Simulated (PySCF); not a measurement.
**C₂H₈F₃NSi₂: a tour of settings**

Aim: see how C₂H₈F₃NSi₂ (`FC(F)(F)CN[SiH2][SiH3]`) answers to the choice of functional, basis, grid and SCF options.

Programs: PySCF 2.14.0, with density-fitted response routines of our own. Each step states its level of theory. These are calculated values for one molecule in the gas phase, unless marked as measured. Atoms count from 0, in the outputs and in this text.

### 1 The starting structure

16 atoms, charge 0, multiplicity 1; geometry from: GFN2-xTB.

Bonds of the start (Å): F0–C1 1.34, C1–F2 1.34, C1–F3 1.34, C1–C4 1.53, C4–N5 1.43, N5–Si6 1.74, Si6–Si7 2.30, C4–H8 1.10, C4–H9 1.09, N5–H10 1.01, Si6–H11 1.47, Si6–H12 1.47, Si7–H13 1.46, Si7–H14 1.47, Si7–H15 1.47.

### 2 NMR shieldings: PBE0/pcSseg-1

Job settings and geometry (Å):

```
{"job": {"kind": "nmr", "xc": "PBE0", "basis": "pcSseg-1"}, "charge": 0, "multiplicity": 1}
F      3.643480    -0.149522     0.626208
C      2.349409    -0.374768     0.348273
F      2.287877    -0.699101    -0.949634
F      1.994512    -1.474528     1.033108
C      1.468626     0.822139     0.704281
N      0.075481     0.534966     0.589678
Si    -0.777292     0.612792    -0.919668
Si    -2.995429     0.353687    -0.363444
H      1.734556     1.114471     1.727419
H      1.727839     1.632967     0.020957
H     -0.220712    -0.150365     1.268662
H     -0.286756    -0.348180    -1.921919
H     -0.383876     1.938095    -1.419377
H     -3.793827     0.228635    -1.584620
H     -3.560170     1.477835     0.387701
H     -3.271316    -0.842557     0.440965
```

Level: GIAO PBE0/pcSseg-1 NMR shielding, non-relativistic, gas phase.

Launch:

```bash
OMP_NUM_THREADS=1 python probes_run.py task.json out
```

This one command runs all jobs of the session in turn.

What it wrote:

```text
coarse grid: 14704 points
cycle   1  E = -1013.3685495405  dE =  9.063e-01  |g| = 8.979e-01  |ddm| = 3.482e+00
cycle   2  E = -1013.2315727830  dE =  1.370e-01  |g| = 1.322e+00  |ddm| = 1.118e+00
cycle   3  E = -1013.5056683522  dE = -2.741e-01  |g| = 4.607e-02  |ddm| = 6.789e-01
cycle   4  E = -1013.5059587891  dE = -2.904e-04  |g| = 2.712e-02  |ddm| = 5.825e-02
cycle   5  E = -1013.5061152736  dE = -1.565e-04  |g| = 5.777e-03  |ddm| = 2.443e-02
cycle   6  E = -1013.5061211631  dE = -5.889e-06  |g| = 1.623e-03  |ddm| = 4.189e-03
final grid: 135048 points
cycle   7  E = -1013.5689696733  dE = -4.790e-05  |g| = 6.660e-03  |ddm| = 2.284e-02
cycle   8  E = -1013.5689630555  dE =  6.618e-06  |g| = 9.179e-03  |ddm| = 1.165e-02
cycle   9  E = -1013.5689783830  dE = -1.533e-05  |g| = 6.161e-04  |ddm| = 6.478e-03
cycle  10  E = -1013.5689784444  dE = -6.143e-08  |g| = 2.200e-04  |ddm| = 6.213e-04
cycle  11  E = -1013.5689784533  dE = -8.887e-09  |g| = 7.046e-05  |ddm| = 1.773e-04
cycle  12  E = -1013.5689784542  dE = -8.670e-10  |g| = 2.010e-05  |ddm| = 7.167e-05
converged SCF energy = -1013.5689784542

GIAO shielding tensors (ppm)
atom      isotropic    diamagn.    paramagn.     s11        s22        s33       span
  0 F      258.902     467.586    -208.684    170.800    261.977    343.928    173.128
  1 C       51.342     244.380    -193.037     45.605     51.707     56.716     11.110
  2 F      257.281     476.323    -219.042    181.255    252.620    337.969    156.714
  3 F      267.397     476.293    -208.896    178.813    273.011    350.366    171.553
  4 C      132.811     244.503    -111.692    111.162    133.469    153.803     42.640
  5 N      255.180     326.689     -71.508    218.415    252.706    294.420     76.006
  6 Si     393.012     881.771    -488.759    346.809    358.971    473.255    126.446
  7 Si     470.544     880.362    -409.818    454.147    473.311    484.174     30.027
  8 H       28.082      27.684       0.398     22.532     27.877     33.838     11.306
  9 H       28.532      29.174      -0.643     24.395     28.667     32.533      8.138
 10 H       31.603      36.213      -4.610     22.146     31.387     41.276     19.130
 11 H       26.483      30.744      -4.261     21.737     26.574     31.137      9.399
 12 H       26.908      30.285      -3.377     23.950     25.355     31.420      7.470
 13 H       28.425      28.553      -0.128     25.113     25.739     34.424      9.311
 14 H       28.239      28.854      -0.615     24.892     25.966     33.859      8.967
 15 H       28.282      29.684      -1.402     24.827     26.702     33.318      8.492
```

It took 26 s on 1 thread of Arm Neoverse V1, shared host; peak memory 0.84 GiB.

The references, computed at this level on geometries of the same kind, shield at (ppm): ¹H TMS 31.72, ¹³C TMS 186.9, ²⁹Si TMS 349.2, ¹⁹F CFCl3 170.9, ¹⁵N NH3 267.7. Their shielding less the atom's gives the shift. The references are single molecules in the gas phase, so shifts against H2O, NH3, PH3, H3PO4 or CFCl3 are not on the usual liquid scales and can be off by tens of ppm. Atoms listed in one row are averaged.

```
        atoms                             environment  σ (ppm)  δ (ppm)  δ scaled to CDCl3
           C1                              CF3 carbon     51.3    135.6              130.4
           C4                     sp3 CH2 bonded to N    132.8     54.1               50.9
     H11, H12   hydrogen on a silicon bonded to N, Si    26.70     5.02                  –
       H8, H9      hydrogen on an sp3 CH2 bonded to N    28.31     3.41               3.32
H13, H14, H15      hydrogen on a silicon bonded to Si    28.32     3.40                  –
          H10  hydrogen on a nitrogen bonded to C, Si    31.60     0.11                  –
   F0, F2, F3                 fluorine of a CF3 group    261.2    -90.2                  –
           N5             nitrogen bonded to C, Si, H    255.2     12.5                  –
          Si6            silicon bonded to N, Si, 2 H    393.0    -43.9                  –
          Si7               silicon bonded to Si, 3 H    470.5   -121.4                  –
```

The scaled column applies a straight-line fit of computed shieldings to shifts measured in CDCl3, and one for carbons that bear F (root-mean-square error 0.16 ppm for H, 1.9 ppm for C).

Charges from the same density, by scheme (e):

```
     atoms  Mulliken    IAO  Hirshfeld  ESP fit
F0, F2, F3     -0.27  -0.29      -0.10    -0.21
        C1      0.75   0.79       0.25     0.63
        C4     -0.06  -0.19      -0.04    -0.27
        N5     -0.68  -0.66      -0.25    -0.60
       Si6      0.49   0.60       0.28     0.37
       Si7      0.14   0.27       0.22     0.12
```

Mayer bond orders: F0–C1 1.00, C1–F2 1.00, C1–F3 0.99, C1–C4 0.99, C4–N5 1.00, N5–Si6 0.94, Si6–Si7 0.93.

### 3 TDDFT and polarisability: PBE0/def2-SVPD

Settings changed since step 2:

```diff
@@ -1,2 +1,2 @@
-{"job": {"kind": "nmr", "xc": "PBE0", "basis": "pcSseg-1"}, "charge": 0, "multiplicity": 1}
+{"job": {"kind": "uv", "xc": "PBE0", "basis": "def2-SVPD", "nstates": 6, "ntriplets": 2}, "charge": 0, "multiplicity": 1}
 F      3.643480    -0.149522     0.626208
```

Level: TDDFT PBE0/def2-SVPD, vertical, gas phase, core orbitals frozen in the response.

What it wrote:

```text
coarse grid: 14704 points
cycle   1  E = -1012.8950836229  dE =  8.590e-01  |g| = 8.453e-01  |ddm| = 4.906e+00
cycle   2  E = -1012.7681507768  dE =  1.269e-01  |g| = 1.234e+00  |ddm| = 2.134e+00
cycle   3  E = -1013.0241886980  dE = -2.560e-01  |g| = 4.806e-02  |ddm| = 1.280e+00
cycle   4  E = -1013.0245380481  dE = -3.494e-04  |g| = 2.773e-02  |ddm| = 1.209e-01
cycle   5  E = -1013.0247096404  dE = -1.716e-04  |g| = 5.945e-03  |ddm| = 4.729e-02
cycle   6  E = -1013.0247156314  dE = -5.991e-06  |g| = 2.141e-03  |ddm| = 1.152e-02
final grid: 135048 points
cycle   7  E = -1013.1492746185  dE = -4.233e-05  |g| = 6.021e-03  |ddm| = 9.526e-02
cycle   8  E = -1013.1492690812  dE =  5.537e-06  |g| = 8.333e-03  |ddm| = 1.624e-02
cycle   9  E = -1013.1492819134  dE = -1.283e-05  |g| = 4.917e-04  |ddm| = 8.198e-03
cycle  10  E = -1013.1492819631  dE = -4.974e-08  |g| = 1.928e-04  |ddm| = 9.711e-04
cycle  11  E = -1013.1492819705  dE = -7.328e-09  |g| = 6.698e-05  |ddm| = 3.795e-04
cycle  12  E = -1013.1492819713  dE = -8.788e-10  |g| = 1.851e-05  |ddm| = 1.688e-04
converged SCF energy = -1013.1492819713

Static polarisability (au): isotropic 91.765, principal 79.620 83.688 111.987

Singlet excitations
state   eV       nm        f      main configurations
  1   5.7012    217.5   0.00134   H->L 0.98
  2   6.4392    192.5   0.01210   H->L+1 0.97
  3   6.8044    182.2   0.00836   H->L+2 0.94
  4   7.0485    175.9   0.01385   H->L+3 0.89
  5   7.2030    172.1   0.04171   H-1->L 0.92
  6   7.3579    168.5   0.02017   H->L+4 0.45, H->L+5 0.38

Triplet excitations (Tamm-Dancoff, eV): 5.3928 6.0449
```

Wall time 43 s (1 thread of Arm Neoverse V1, shared host); peak memory 0.98 GiB.

The orbitals next to the gap, with their largest atomic shares:

```
orbital     eV                         atoms
 HOMO−3  -9.93  Si7 40 %, H13 29 %, H15 14 %
 HOMO−2  -9.66  Si7 24 %, Si6 19 %, H14 17 %
 HOMO−1  -8.82    Si7 32 %, Si6 30 %, N5 8 %
   HOMO  -7.45    N5 53 %, Si6 12 %, H11 8 %
   LUMO  -0.42   Si6 31 %, Si7 24 %, H12 9 %
 LUMO+1   0.14  Si7 35 %, Si6 25 %, H14 14 %
 LUMO+2   0.43   Si7 39 %, Si6 18 %, H15 9 %
```

With each of the 6 states as a Gaussian band of 0.4 eV half-width at 1/e, the curve within the window shown has maxima at 172 nm (ε 3,000) L/(mol cm). Beyond the last state computed it falls off for lack of states. The curve at chosen wavelengths:

| nm | ε (L/mol/cm) |
| --- | --- |
| 162 | 987 |
| 165 | 1756 |
| 168 | 2509 |
| 172 | 3009 |
| 175 | 2870 |
| 178 | 2427 |
| 181 | 1897 |
| 185 | 1318 |
| 188 | 1030 |
| 191 | 831 |
| 194 | 674 |
| 198 | 487 |
| 201 | 361 |
| 204 | 256 |
| 207 | 179 |
| 211 | 115 |
| 214 | 89 |
| 217 | 73 |
| 220 | 62 |
| 224 | 49 |
| 227 | 39 |
| 230 | 30 |
| 233 | 22 |
| 237 | 14 |
| 240 | 9 |
| 243 | 6 |

Ground-state properties from the same run:

```
           property  computed
  dipole moment (D)      1.73
polarisability (Å³)     13.60
 HOMO–LUMO gap (eV)      7.03
      −ε(HOMO) (eV)      7.45
```

### 4 NMR shieldings: PBE0/def2-SVPD

Settings changed since step 3:

```diff
@@ -1,2 +1,2 @@
-{"job": {"kind": "uv", "xc": "PBE0", "basis": "def2-SVPD", "nstates": 6, "ntriplets": 2}, "charge": 0, "multiplicity": 1}
+{"job": {"kind": "nmr", "xc": "PBE0", "basis": "def2-SVPD", "pop": true}, "charge": 0, "multiplicity": 1}
 F      3.643480    -0.149522     0.626208
```

Method: GIAO PBE0/def2-SVPD NMR shielding, non-relativistic, gas phase.

What it wrote:

```text
coarse grid: 14704 points
cycle   1  E = -1012.8950836229  dE =  8.590e-01  |g| = 8.453e-01  |ddm| = 4.906e+00
cycle   2  E = -1012.7681507768  dE =  1.269e-01  |g| = 1.234e+00  |ddm| = 2.134e+00
cycle   3  E = -1013.0241886980  dE = -2.560e-01  |g| = 4.806e-02  |ddm| = 1.280e+00
cycle   4  E = -1013.0245380481  dE = -3.494e-04  |g| = 2.773e-02  |ddm| = 1.209e-01
cycle   5  E = -1013.0247096404  dE = -1.716e-04  |g| = 5.945e-03  |ddm| = 4.729e-02
cycle   6  E = -1013.0247156314  dE = -5.991e-06  |g| = 2.141e-03  |ddm| = 1.152e-02
final grid: 135048 points
cycle   7  E = -1013.1492746185  dE = -4.233e-05  |g| = 6.021e-03  |ddm| = 9.526e-02
cycle   8  E = -1013.1492690812  dE =  5.537e-06  |g| = 8.333e-03  |ddm| = 1.624e-02
cycle   9  E = -1013.1492819134  dE = -1.283e-05  |g| = 4.917e-04  |ddm| = 8.198e-03
cycle  10  E = -1013.1492819631  dE = -4.974e-08  |g| = 1.928e-04  |ddm| = 9.711e-04
cycle  11  E = -1013.1492819705  dE = -7.328e-09  |g| = 6.698e-05  |ddm| = 3.795e-04
cycle  12  E = -1013.1492819713  dE = -8.788e-10  |g| = 1.851e-05  |ddm| = 1.688e-04
converged SCF energy = -1013.1492819713

GIAO shielding tensors (ppm)
atom      isotropic    diamagn.    paramagn.     s11        s22        s33       span
  0 F      275.251     459.483    -184.233    193.049    279.799    352.904    159.855
  1 C       64.974     233.038    -168.065     59.641     65.782     69.498      9.857
  2 F      277.296     473.424    -196.128    204.057    279.978    347.854    143.797
  3 F      282.942     471.493    -188.550    200.090    290.580    358.157    158.067
  4 C      144.492     254.482    -109.991    123.239    144.812    165.423     42.184
  5 N      260.370     287.270     -26.900    229.153    260.814    291.143     61.989
  6 Si     449.591     885.170    -435.580    411.923    422.434    514.414    102.491
  7 Si     503.543     877.859    -374.316    486.072    510.716    513.842     27.770
  8 H       28.278      26.854       1.424     22.848     28.152     33.833     10.985
  9 H       28.701      28.235       0.466     24.632     28.882     32.589      7.957
 10 H       31.538      36.532      -4.994     22.409     31.170     41.035     18.626
 11 H       26.360      32.582      -6.222     21.671     26.402     31.006      9.336
 12 H       26.905      31.588      -4.683     24.031     25.447     31.237      7.206
 13 H       28.411      28.982      -0.570     25.277     25.687     34.270      8.992
 14 H       28.287      29.250      -0.963     25.105     26.047     33.710      8.606
 15 H       28.283      30.282      -1.999     25.024     26.674     33.152      8.128
```

It took 36 s on 1 thread of Arm Neoverse V1, shared host; peak memory 1 GiB.

Key values: δ C1 129.2, C4 49.7, F0 -79.9, N5 8.8, H11 5.24, H13 3.55 ppm (means over like atoms).

### 5 Nuclear shieldings: LDA/pcSseg-1

Settings changed since step 4:

```diff
@@ -1,2 +1,2 @@
-{"job": {"kind": "nmr", "xc": "PBE0", "basis": "def2-SVPD", "pop": true}, "charge": 0, "multiplicity": 1}
+{"job": {"kind": "nmr", "xc": "LDA", "basis": "pcSseg-1", "pop": false}, "charge": 0, "multiplicity": 1}
 F      3.643480    -0.149522     0.626208
```

Level: GIAO LDA/pcSseg-1 NMR shielding, non-relativistic, gas phase.

What it wrote:

```text
coarse grid: 14704 points
cycle   1  E = -1008.7119642252  dE =  8.189e-01  |g| = 9.015e-01  |ddm| = 3.543e+00
cycle   2  E = -1008.3306373006  dE =  3.813e-01  |g| = 1.766e+00  |ddm| = 1.750e+00
cycle   3  E = -1008.8500725709  dE = -5.194e-01  |g| = 1.160e-01  |ddm| = 1.281e+00
cycle   4  E = -1008.8522012754  dE = -2.129e-03  |g| = 7.463e-02  |ddm| = 1.844e-01
cycle   5  E = -1008.8532779506  dE = -1.077e-03  |g| = 1.770e-02  |ddm| = 7.212e-02
cycle   6  E = -1008.8533241364  dE = -4.619e-05  |g| = 7.413e-03  |ddm| = 1.823e-02
cycle   7  E = -1008.8533363095  dE = -1.217e-05  |g| = 1.122e-03  |ddm| = 7.495e-03
cycle   8  E = -1008.8533365771  dE = -2.676e-07  |g| = 2.002e-04  |ddm| = 1.384e-03
final grid: 135048 points
cycle   9  E = -1008.8785192127  dE = -4.865e-05  |g| = 5.661e-03  |ddm| = 2.366e-02
cycle  10  E = -1008.8785059721  dE =  1.324e-05  |g| = 1.045e-02  |ddm| = 1.182e-02
cycle  11  E = -1008.8785246842  dE = -1.871e-05  |g| = 8.858e-04  |ddm| = 8.279e-03
cycle  12  E = -1008.8785248409  dE = -1.567e-07  |g| = 3.316e-04  |ddm| = 1.167e-03
cycle  13  E = -1008.8785248606  dE = -1.973e-08  |g| = 9.983e-05  |ddm| = 2.985e-04
cycle  14  E = -1008.8785248626  dE = -1.939e-09  |g| = 2.402e-05  |ddm| = 1.107e-04
cycle  15  E = -1008.8785248627  dE = -1.323e-10  |g| = 5.706e-06  |ddm| = 2.971e-05
converged SCF energy = -1008.8785248627

GIAO shielding tensors (ppm)
atom      isotropic    diamagn.    paramagn.     s11        s22        s33       span
  0 F      236.481     467.556    -231.075    149.640    242.307    317.497    167.856
  1 C       37.591     245.558    -207.967     32.194     38.827     41.752      9.558
  2 F      234.333     476.663    -242.330    161.790    230.841    310.367    148.577
  3 F      245.943     476.749    -230.806    158.727    252.122    326.981    168.254
  4 C      125.408     246.984    -121.576    102.211    126.239    147.776     45.565
  5 N      251.240     325.729     -74.489    210.343    247.630    295.749     85.407
  6 Si     361.630     883.263    -521.632    307.472    321.577    455.842    148.370
  7 Si     454.051     881.906    -427.855    436.674    454.814    470.664     33.990
  8 H       27.484      27.621      -0.137     21.955     27.406     33.090     11.135
  9 H       28.024      29.183      -1.159     23.986     28.311     31.775      7.789
 10 H       31.115      35.616      -4.501     21.669     31.129     40.548     18.879
 11 H       25.481      30.222      -4.741     20.624     25.493     30.327      9.703
 12 H       26.041      29.783      -3.742     23.261     24.441     30.422      7.161
 13 H       27.796      27.981      -0.185     24.462     25.077     33.847      9.385
 14 H       27.638      28.301      -0.663     24.260     25.334     33.319      9.059
 15 H       27.680      29.142      -1.461     24.208     26.089     32.744      8.536
```

Wall time 29 s (1 thread of Arm Neoverse V1, shared host); peak memory 0.71 GiB.

This run: δ C1 145.7, C4 57.9, F0 -106.6, N5 22.7, H11 5.51, H13 3.57 ppm (means over like atoms).

### 6 Shielding tensors: wB97X/ANO-RCC-VDZP

Settings changed since step 5:

```diff
@@ -1,2 +1,2 @@
-{"job": {"kind": "nmr", "xc": "LDA", "basis": "pcSseg-1", "pop": false}, "charge": 0, "multiplicity": 1}
+{"job": {"kind": "nmr", "xc": "wB97X", "basis": "ANO-RCC-VDZP", "pop": true, "scf": {"aux": "def2-universal-jkfit"}}, "charge": 0, "multiplicity": 1}
 F      3.643480    -0.149522     0.626208
```

Level: GIAO wB97X/ANO-RCC-VDZP NMR shielding, non-relativistic, gas phase.

What it wrote:

```text
final grid: 135048 points
cycle   1  E = -1013.9180613707  dE =  1.117e+00  |g| = 9.774e-01  |ddm| = 5.125e+00
cycle   2  E = -1013.9294444182  dE = -1.138e-02  |g| = 1.053e+00  |ddm| = 1.346e+00
cycle   3  E = -1014.1095954615  dE = -1.802e-01  |g| = 5.283e-02  |ddm| = 6.356e-01
cycle   4  E = -1014.1103729974  dE = -7.775e-04  |g| = 2.300e-02  |ddm| = 7.171e-02
cycle   5  E = -1014.1105056263  dE = -1.326e-04  |g| = 6.647e-03  |ddm| = 2.879e-02
cycle   6  E = -1014.1105173160  dE = -1.169e-05  |g| = 2.171e-03  |ddm| = 8.412e-03
cycle   7  E = -1014.1105187938  dE = -1.478e-06  |g| = 6.549e-04  |ddm| = 3.128e-03
cycle   8  E = -1014.1105189580  dE = -1.642e-07  |g| = 1.357e-04  |ddm| = 1.180e-03
cycle   9  E = -1014.1105189701  dE = -1.210e-08  |g| = 4.504e-05  |ddm| = 3.730e-04
cycle  10  E = -1014.1105189713  dE = -1.156e-09  |g| = 1.556e-05  |ddm| = 1.227e-04
cycle  11  E = -1014.1105189714  dE = -1.335e-10  |g| = 7.546e-06  |ddm| = 4.341e-05
converged SCF energy = -1014.1105189714

GIAO shielding tensors (ppm)
atom      isotropic    diamagn.    paramagn.     s11        s22        s33       span
  0 F      274.369     463.311    -188.942    190.058    276.926    356.122    166.064
  1 C       54.705     243.268    -188.563     50.155     55.056     58.905      8.749
  2 F      275.168     473.332    -198.165    201.460    275.109    348.934    147.475
  3 F      281.768     472.456    -190.688    195.761    288.631    360.912    165.151
  4 C      141.389     241.093     -99.704    121.015    141.404    161.748     40.733
  5 N      254.362     311.257     -56.895    222.085    257.299    283.701     61.616
  6 Si     456.564     890.885    -434.321    409.828    423.388    536.475    126.647
  7 Si     533.013     887.960    -354.947    514.416    531.919    552.704     38.288
  8 H       28.503      29.403      -0.900     23.095     28.445     33.970     10.876
  9 H       28.840      30.845      -2.005     24.755     29.050     32.716      7.962
 10 H       31.716      36.366      -4.650     22.451     31.094     41.602     19.151
 11 H       26.708      32.166      -5.458     22.080     26.814     31.230      9.150
 12 H       27.120      31.375      -4.255     24.172     25.673     31.515      7.343
 13 H       28.509      28.313       0.197     25.468     25.786     34.274      8.805
 14 H       28.397      29.030      -0.633     25.306     26.085     33.798      8.492
 15 H       28.393      30.419      -2.027     25.203     26.784     33.191      7.989
```

Run time: 61 s. Hardware: 1 thread of Arm Neoverse V1, shared host; peak memory 0.82 GiB.

Key values: δ C1 137.9, C4 51.2, F0 -79.7, N5 19.0, H11 4.96, H13 3.44 ppm (means over like atoms).

### 7 Comparing the runs: NMR shifts

Shifts (ppm) of some atoms, chosen among heavy atoms and hydrogens apart, means over like atoms, with basis size and wall time:

```
               run     C1   H11    H8      F0    N5    Si6     Si7  functions  time
     PBE0/pcSseg-1  135.6  5.02  3.41   -90.2  12.5  -43.9  -121.4        190  26 s
    PBE0/def2-SVPD  129.2  5.24  3.39   -79.9   8.8  -64.9  -118.9        241  36 s
      LDA/pcSseg-1  145.7  5.51  3.52  -106.6  22.7  -47.4  -139.9        190  29 s
wB97X/ANO-RCC-VDZP  137.9  4.96  3.20   -79.7  19.0  -59.4  -135.9        160  61 s
```

### 8 Summary of results

| quantity | value |
| --- | --- |
| ¹³C shifts against TMS (PBE0/pcSseg-1) | 135.6, 54.1 ppm |
| ¹H shifts against TMS (PBE0/pcSseg-1, means over atoms taken as alike) | 5.02, 3.41, 3.40, 0.11 ppm |
| ¹⁹F shifts against CFCl3 (PBE0/pcSseg-1, means over atoms taken as alike) | -90.2 ppm |
| ¹⁵N shifts against NH3 (PBE0/pcSseg-1) | 12.5 ppm |
| ²⁹Si shifts against TMS (PBE0/pcSseg-1) | -43.9, -121.4 ppm |
| lowest singlet (PBE0/def2-SVPD) | 5.70 eV (217 nm), f = 0.001 |
| brightest single state of those computed | state 5, 7.20 eV, f = 0.042 |
| lowest triplet | 5.39 eV |
| range of the shift of F0 | -106.6 to -79.7 ppm |

In words: Single values in the summary come from the first run of each kind that ended normally (PBE0/pcSseg-1; PBE0/def2-SVPD), which need not be the best level. At PBE0/pcSseg-1: The largest span, 167 ppm, is at F0, F2, F3, where the paramagnetic term is -212 ppm. The first singlet state (HOMO→LUMO 0.98) lies at 5.70 eV and is weak; of the 6 states computed, the strongest absorption comes from state 5 at 7.20 eV. The lowest triplet lies 0.31 eV below the lowest singlet (triplets in Tamm-Dancoff, singlets in full TDDFT). Across the 4 runs the shift of F0 (with its like atoms) moves most, between -106.6 (LDA/pcSseg-1) and -79.7 ppm (wB97X/ANO-RCC-VDZP).
